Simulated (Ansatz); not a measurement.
**Pd: energy and pressure over a range of volumes**

The task here is to estimate one member of a computed series from the others.

Program: Ansatz 0.2.0. Level of theory: DFT LDA, scalar-relativistic. These are calculated values, not measurements.

### The structure to begin with

It takes space group Fm-3m (No. 225, cubic). The conventional cell has a = 3.890 Å, b = 3.890 Å, c = 3.890 Å, α = 90.00°, β = 90.00°, γ = 90.00°. Pd (site symmetry m-3m) is surrounded by 12 Pd at 2.75 Å.

Coordinates:

```cif
data_structure
_symmetry_space_group_name_H-M 'P 1'
_symmetry_Int_Tables_number 1
_cell_length_a 2.7505
_cell_length_b 2.7505
_cell_length_c 2.7505
_cell_angle_alpha 60.000
_cell_angle_beta 60.000
_cell_angle_gamma 60.000
_cell_volume 14.71
loop_
_atom_site_label
_atom_site_type_symbol
_atom_site_fract_x
_atom_site_fract_y
_atom_site_fract_z
_atom_site_occupancy
Pd1 Pd 0.00000 0.00000 0.00000 1
```

The first run:

Contents of input.yaml:

```yaml
crystal:
  lattice:
    - [0.0, 1.9186143454, 1.9186143454]
    - [1.9186143454, 0.0, 1.9186143454]
    - [1.9186143454, 1.9186143454, 0.0]
  atoms:
    - { symbol: Pd, position: [0.0, 0.0, 0.0] }
kpoints:
  mp_grid: { grid: [18, 18, 18] }
  band_path:
    path:
      - [0.0, 0.0, 0.0]
      - [0.5, 0.0, 0.5]
      - [0.625, 0.25, 0.625]
      - [0.375, 0.375, 0.75]
      - [0.0, 0.0, 0.0]
      - [0.5, 0.5, 0.5]
      - [0.5, 0.25, 0.75]
      - [0.5, 0.0, 0.5]
    npoints: 5
scf:
  occupations: { method: fermi_dirac, width: 0.05 }
hamiltonian:
  xc: lda
  pseudopotentials: { kind: all_electron, lapw: { basis_error: 0.00025 } }
output:
  forces: true
  stress: true
  eigenvalues: true
```

The run is started by

```console
$ ansatz run input.yaml --threads 1 --pin off --max-ram 3072MiB --backend cpu --events-out ev --progress --plain --runs-dir out
```

Among the steps run: Volume × 0.96, LAPW; Volume × 0.96, PAW; Volume × 0.96, crystal datasets; Volume × 0.99, LAPW; Volume × 0.99, PAW; Volume × 0.99, crystal datasets; Volume × 1.02, LAPW; Volume × 1.02, PAW; Volume × 1.02, crystal datasets; Volume × 1.06, LAPW; Volume × 1.06, PAW; Volume × 1.06, crystal datasets.

One table of the session follows, with a row left open; its other results are not shown here.

| method | volume (Å³/atom) | pressure (GPa) |
| --- | --- | --- |
| LAPW | 14.125 | 0.36 |
| LAPW | 14.567 | -6.15 |
| LAPW | 15.008 | -11.47 |
| LAPW | 15.597 | -17.06 |
| PAW | 14.125 | 0.37 |
| PAW | 14.567 | -6.13 |
| PAW | 15.008 | ? |
| PAW | 15.597 | -17.02 |
| crystal datasets | 14.125 | 0.36 |
| crystal datasets | 14.567 | -6.15 |
| crystal datasets | 15.008 | -11.47 |
| crystal datasets | 15.597 | -17.06 |

Estimate the missing values for PAW, 15.008.

As computed: pressure (GPa): -11.44. In the column «pressure (GPa)» it lies between crystal datasets, 15.008 (-11.47) and LAPW, 14.567 (-6.15).

Limits of these values: Warnings in the runs' records: gradients without spin orbit, crystal datasets made.
